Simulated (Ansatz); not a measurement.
# C4H8BF: a ladder of functionals and wavefunction methods

An exercise on one series of results from a longer session: the logs are not shown, and one member is left open.

Method: functionals in def2-TZVPP, the program's frozen cores in correlated methods; program: Ansatz 0.2.0, Gaussian basis.

Levels to be run: PBE-D4, r2SCAN-D4, PBE0-D4, B3LYP-D4, ωB97X-V, ωB97M-V, B2PLYP; CCSD(T)/def2-TZVPP; MP2/def2-QZVPP; extrapolation to the limit.

## The geometry

The geometry comes from an earlier relaxation with PBE0-D4 in a triple-zeta def2 set; it is a stationary point, not always the lowest conformer.

SMILES `C=CB(F)CC`, 14 atoms, charge 0, spin multiplicity 1.

Atoms are counted from 1 here; the program's logs count them from 0.

Bond lengths: C1–C2 1.334 Å, C1–H7 1.086 Å, C1–H8 1.086 Å, C2–B3 1.553 Å, C2–H9 1.088 Å, B3–F4 1.340 Å, B3–C5 1.565 Å, C5–C6 1.523 Å, C5–H10 1.099 Å, C5–H11 1.099 Å, C6–H12 1.093 Å, C6–H13 1.093 Å, C6–H14 1.092 Å. Angles: C2–C1–H7 120.9°, C2–C1–H8 122.6°, H7–C1–H8 116.5°, C1–C2–B3 121.8°, C1–C2–H9 118.2°, B3–C2–H9 120.0°, C2–B3–F4 117.0°, C2–B3–C5 126.3°, F4–B3–C5 116.7°, B3–C5–C6 117.2°, B3–C5–H10 107.0°, B3–C5–H11 106.9°, C6–C5–H10 110.5°, C6–C5–H11 110.5°, H10–C5–H11 103.7°, C5–C6–H12 111.5°, C5–C6–H13 111.4°, C5–C6–H14 111.8° and more.

Set-up of the first run:

The input, in.yaml:

```yaml
crystal:
  periodic: [false, false, false]
  atoms:
    - {symbol: C, position_ang: [-1.683155, -1.410902, 1.459812]}
    - {symbol: C, position_ang: [-1.024784, -0.485260, 0.760368]}
    - {symbol: B, position_ang: [0.340438, -0.787023, 0.084440]}
    - {symbol: F, position_ang: [0.835231, -2.023069, 0.236536]}
    - {symbol: C, position_ang: [1.196973, 0.213799, -0.760192]}
    - {symbol: C, position_ang: [0.645982, 1.621961, -0.939710]}
    - {symbol: H, position_ang: [-1.279198, -2.412199, 1.578290]}
    - {symbol: H, position_ang: [-2.638710, -1.214559, 1.937564]}
    - {symbol: H, position_ang: [-1.469820, 0.503023, 0.669429]}
    - {symbol: H, position_ang: [2.196117, 0.245811, -0.303438]}
    - {symbol: H, position_ang: [1.371693, -0.259304, -1.736764]}
    - {symbol: H, position_ang: [-0.327739, 1.609918, -1.436264]}
    - {symbol: H, position_ang: [0.513051, 2.124774, 0.021735]}
    - {symbol: H, position_ang: [1.311221, 2.243829, -1.542904]}
basis:
  gaussian: {orbitals: def2-TZVPP}
hamiltonian: {xc: pbe, dispersion: d4}
output: {forces: true, orbitals: {seedname: orbitals}}
```

Run with:

```console
$ ansatz run in.yaml --threads 4 --pin off --events-out ev --progress --plain --max-ram 10444MiB
```

Among the steps run: PBE-D4 (GGA); r2SCAN-D4 (meta-GGA); PBE0-D4 (hybrid); B3LYP-D4 (hybrid); ωB97X-V (range-separated); ωB97M-V (range-separated); B2PLYP (double hybrid); CCSD(T) in def2-TZVPP; MP2 in def2-QZVPP.

One of the session's tables, all rows but one given; the rest of the session is left out.

| method | atomisation energy (kJ/mol) |
| --- | --- |
| PBE-D4 | ? |
| r2SCAN-D4 | 5885.8 |
| PBE0-D4 | 5902.0 |
| B3LYP-D4 | 5869.0 |
| ωB97X-V | 5857.3 |
| ωB97M-V | 5876.6 |
| B2PLYP | 5816.7 |
| HF/def2-TZVPP | 4486.3 |
| MP2/def2-TZVPP | 5821.3 |
| CCSD/def2-TZVPP | 5649.4 |
| CCSD(T)/def2-TZVPP | 5724.3 |
| MP2/CBS | 5941.4 |
| CCSD(T)/CBS | 5844.5 |

Estimate the missing values for PBE-D4.

The run gave: atomisation energy (kJ/mol): 5986.1. In the column «atomisation energy (kJ/mol)» it is the highest.
